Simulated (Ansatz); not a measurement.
# Reference phase of Nb, 1 atom

What do PBEsol, r²SCAN, HSE06 and PBE give for the perfect crystal in this cell, and at what cost?

Program: Ansatz 0.2.0, PAW, plane waves. These are calculated values, not measurements.

## Step 1: Starting point

1 atoms (1 Nb); a = 2.834 Å, b = 2.834 Å, c = 2.834 Å, α = 109.47°, β = 109.47°, γ = 109.47°.

Plan of the steps: (2) PBEsol single point at a 11×11×11 mesh, on 2 threads; (3) r²SCAN single point at a 11×11×11 mesh, on 2 threads; (4) HSE06 single point at a 11×11×11 mesh, on 2 threads; (5) PBE single point at a 11×11×11 mesh, on 2 threads.

Coordinates:

```xyz
1
Lattice="-1.6360 1.6360 1.6360 1.6360 -1.6360 1.6360 1.6360 1.6360 -1.6360" Properties=species:S:1:pos:R:3 pbc="T T T"
Nb    0.0000    0.0000    0.0000
```

## Step 2: PBEsol single point

The input, in.yaml:

```yaml
crystal:
  lattice:
    - [-1.636034, 1.636034, 1.636034]
    - [1.636034, -1.636034, 1.636034]
    - [1.636034, 1.636034, -1.636034]
  atoms:
    - { symbol: Nb, position: [0.000000, 0.000000, 0.000000] }
kpoints:
  mp_grid: { grid: [11, 11, 11] }
hamiltonian:
  xc: pbesol
scf:
  occupations: { method: fermi_dirac, width: 0.1 }
output:
  forces: true
  eigenvalues: true
  stress: true
  populations: true
```

On the command line:

```console
$ ansatz run in.yaml --threads 2 --pin off --max-ram 4750MiB --runs-dir r --events-out ev --progress --plain
```

## Step 3: Single point with r²SCAN

Edit in.yaml of step 2 so:

```diff
@@ -10,3 +10,3 @@
 hamiltonian:
-  xc: pbesol
+  xc: r2scan
 scf:
@@ -16,3 +16,2 @@
   eigenvalues: true
-  stress: true
   populations: true
```

## Step 4: HSE06 single point

Edit in.yaml of step 3 so:

```diff
@@ -10,3 +10,3 @@
 hamiltonian:
-  xc: r2scan
+  xc: hse06
 scf:
```

## Step 5: PBE on the same atoms

Edit in.yaml of step 4 so:

```diff
@@ -10,3 +10,3 @@
 hamiltonian:
-  xc: hse06
+  xc: pbe
 scf:
```

**Question.** What will these runs give? Wanted: for each run, energy; pressure.

The runs gave:

```
 level                   time  energy (eV/atom)  pressure (GPa)
PBEsol  1.7 s (2 CPU threads)        -4495.4436            0.69
r²SCAN  2.8 s (2 CPU threads)        -4563.6133               -
 HSE06   32 s (2 CPU threads)        -4554.2263               -
   PBE  1.3 s (2 CPU threads)        -4552.2622               -
```

**Reading.** No level run gives a gap: levels at the Fermi energy are partly filled.
